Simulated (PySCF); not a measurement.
# C4H6BN: the cost of one run

Computed with PySCF 2.14.0, with density-fitted response routines of our own, on a single molecule in the gas phase. Atoms count from 0, in the outputs and in this text.

### 1 Starting geometry

12 atoms, charge 0, multiplicity 1; geometry from: PBE0-D3(BJ)/def2-SVP.

Bonds of the start (Å): B0–N1 1.42, N1–C2 1.39, C2–C3 1.36, C3–C4 1.44, C4–C5 1.36, C5–N1 1.39, B0–H6 1.20, B0–H7 1.21, C2–H8 1.09, C3–H9 1.09, C4–H10 1.09, C5–H11 1.09.

### 2 Shielding tensors: PBE0/6-31G*

The job: settings as JSON, then the geometry in Å.

```
{"job": {"kind": "nmr", "xc": "PBE0", "basis": "6-31G*", "pop": true}, "charge": 0, "multiplicity": 1}
B      2.186255    -0.345617     0.213515
N      0.773808    -0.235670     0.139416
C      0.047829     0.932694    -0.078944
C     -1.282368     0.633491    -0.087691
C     -1.402125    -0.782518     0.134124
C     -0.139745    -1.279633     0.267060
H      2.668781    -1.432709     0.406146
H      2.846974     0.653155     0.079579
H      0.567578     1.879062    -0.208804
H     -2.097372     1.339273    -0.237139
H     -2.325413    -1.356818     0.184745
H      0.213913    -2.292739     0.443665
```

Method: GIAO PBE0/6-31G* NMR shielding, non-relativistic, gas phase.

Run with:

```
OMP_NUM_THREADS=1 python probes_run.py task.json out
```

This one command runs all jobs of the session in turn.

Q: Estimate the wall time and peak memory of this first job on 1 thread of Arm Neoverse V1, shared host.

About 7.1 s, with a peak of 0.54 GiB.
